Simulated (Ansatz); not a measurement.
**C5H8O2S: ionisation energy by level of theory**

Aim: the vertical ionisation energy of C5H8O2S, as cation minus neutral at the neutral's geometry, on several levels, and how well −ε(HOMO) stands in for it.

Program: Ansatz 0.2.0, Gaussian basis. Level of theory: unrestricted cation, the program's frozen cores in correlated methods. These are calculated values, not measurements.

The runs, in order: UKS PBE-D4/def2-TZVPP; UKS r2SCAN-D4/def2-TZVPP; UKS PBE0-D4/def2-TZVPP; UKS B3LYP-D4/def2-TZVPP; UKS wB97X-V/def2-TZVPP; UKS wB97M-V/def2-TZVPP; UKS B2PLYP/def2-TZVPP; UHF-CCSD(T)/def2-TZVPP; UHF-MP2/def2-QZVPP; extrapolation to the limit; then −ε(HOMO) from the neutral's earlier runs with LDA (SPW92), PBE-D4, revPBE-D4, BLYP-D4, r2SCAN-D4, B97M-V, PBE0-D4, B3LYP-D4, r2SCANh-D4, r2SCAN0-D4, HSE06-D4, BHLYP-D4, CAM-B3LYP-D4, LC-ωPBE, ωB97X-V, ωB97M-V.

## (1) The geometry

All runs share one geometry, relaxed beforehand with PBE0-D4 in a triple-zeta def2 set.

SMILES `CC1=CCS(=O)(=O)C1`, 16 atoms, charge 0, spin multiplicity 1.

Atoms are counted from 1 here; the program's logs count them from 0.

Bond lengths: C1–C2 1.487 Å, C1–H9 1.095 Å, C1–H10 1.095 Å, C1–H11 1.091 Å, C2–C3 1.333 Å, C2–C8 1.497 Å, C3–C4 1.490 Å, C3–H12 1.085 Å, C4–S5 1.800 Å, C4–H13 1.092 Å, C4–H14 1.093 Å, S5–O6 1.437 Å, S5–O7 1.436 Å, S5–C8 1.798 Å, C8–H15 1.092 Å, C8–H16 1.093 Å. Angles: C2–C1–H9 110.7°, C2–C1–H10 111.0°, C2–C1–H11 111.3°, H9–C1–H10 106.8°, H9–C1–H11 108.4°, H10–C1–H11 108.4°, C1–C2–C3 125.5°, C1–C2–C8 119.2°, C3–C2–C8 115.3°, C2–C3–C4 117.6°, C2–C3–H12 122.2°, C4–C3–H12 120.2°, C3–C4–S5 103.7°, C3–C4–H13 114.0°, C3–C4–H14 113.7°, S5–C4–H13 107.4°, S5–C4–H14 108.2°, H13–C4–H14 109.3° and more.

As a file:

```xyz
16

C     2.19993    0.26546    0.33760
C     0.75643   -0.00577    0.10536
C     0.26612   -0.97274   -0.66997
C    -1.21522   -1.08183   -0.78344
S    -1.81425    0.44485   -0.04087
O    -2.04066    1.40222   -1.08825
O    -2.84336    0.17377    0.92362
C    -0.26601    0.85745    0.77582
H     2.46290    1.27503    0.00657
H     2.44371    0.20806    1.40309
H     2.82738   -0.44777   -0.19826
H     0.90632   -1.66008   -1.21221
H    -1.58173   -1.11074   -1.81179
H    -1.63834   -1.92116   -0.22603
H    -0.09312    1.92698    0.63567
H    -0.37008    0.64626    1.84309
```

## (2) Cation, UKS PBE-D4/def2-TZVPP

Contents of in.yaml:

```yaml
crystal:
  periodic: [false, false, false]
  atoms:
    - {symbol: C, position_ang: [2.199934, 0.265462, 0.337604]}
    - {symbol: C, position_ang: [0.756435, -0.005772, 0.105362]}
    - {symbol: C, position_ang: [0.266121, -0.972737, -0.669973]}
    - {symbol: C, position_ang: [-1.215225, -1.081828, -0.783443]}
    - {symbol: S, position_ang: [-1.814248, 0.444854, -0.040868]}
    - {symbol: O, position_ang: [-2.040661, 1.402221, -1.088250]}
    - {symbol: O, position_ang: [-2.843364, 0.173770, 0.923623]}
    - {symbol: C, position_ang: [-0.266013, 0.857451, 0.775825]}
    - {symbol: H, position_ang: [2.462900, 1.275028, 0.006573]}
    - {symbol: H, position_ang: [2.443714, 0.208057, 1.403089]}
    - {symbol: H, position_ang: [2.827378, -0.447770, -0.198262]}
    - {symbol: H, position_ang: [0.906320, -1.660084, -1.212211]}
    - {symbol: H, position_ang: [-1.581730, -1.110735, -1.811792]}
    - {symbol: H, position_ang: [-1.638340, -1.921164, -0.226027]}
    - {symbol: H, position_ang: [-0.093119, 1.926982, 0.635667]}
    - {symbol: H, position_ang: [-0.370084, 0.646263, 1.843093]}
basis:
  gaussian: {orbitals: def2-TZVPP}
total_charge: 1
magnetization: {spin_polarized: true, initial_magnetization: 1}
hamiltonian: {xc: pbe, dispersion: d4}
```

Run with:

```sh
$ ansatz run in.yaml --threads 2 --pin off --events-out ev --progress --plain --max-ram 20480MiB --backend cuda --devices 0, --max-vram 18GiB
```

After this run come: Cation, UKS r2SCAN-D4/def2-TZVPP; Cation, UKS PBE0-D4/def2-TZVPP; Cation, UKS B3LYP-D4/def2-TZVPP; Cation, UKS wB97X-V/def2-TZVPP; Cation, UKS wB97M-V/def2-TZVPP; Cation, UKS B2PLYP (frozen core)/def2-TZVPP; Cation, UHF-CCSD(T)/def2-TZVPP; Cation, UHF-MP2/def2-QZVPP.

Q: Predict the results of all the runs planned. Wanted: ionisation energy, CCSD(T)/CBS; nearest functional by difference; nearest −ε(HOMO); −ε(HOMO) of PBE; T1 of the cation.

The runs gave:

```
                        quantity               value
  ionisation energy, CCSD(T)/CBS            10.12 eV
nearest functional by difference   B2PLYP (-0.32 eV)
                nearest −ε(HOMO)  ωB97X-V (-0.08 eV)
                 −ε(HOMO) of PBE             6.56 eV
                T1 of the cation               0.019
```

In words: Energy differences with functionals land within 0.72 eV of the reference. The PBE orbital energy is 3.6 eV too small: a semilocal HOMO is no ionisation energy. Among orbital estimates ωB97X-V comes nearest. Hartree-Fock falls 1.45 eV short, as the neutral has more correlation energy than the cation. The cation may have settled in a state other than its lowest; no search over hole states beyond the program's own was made.
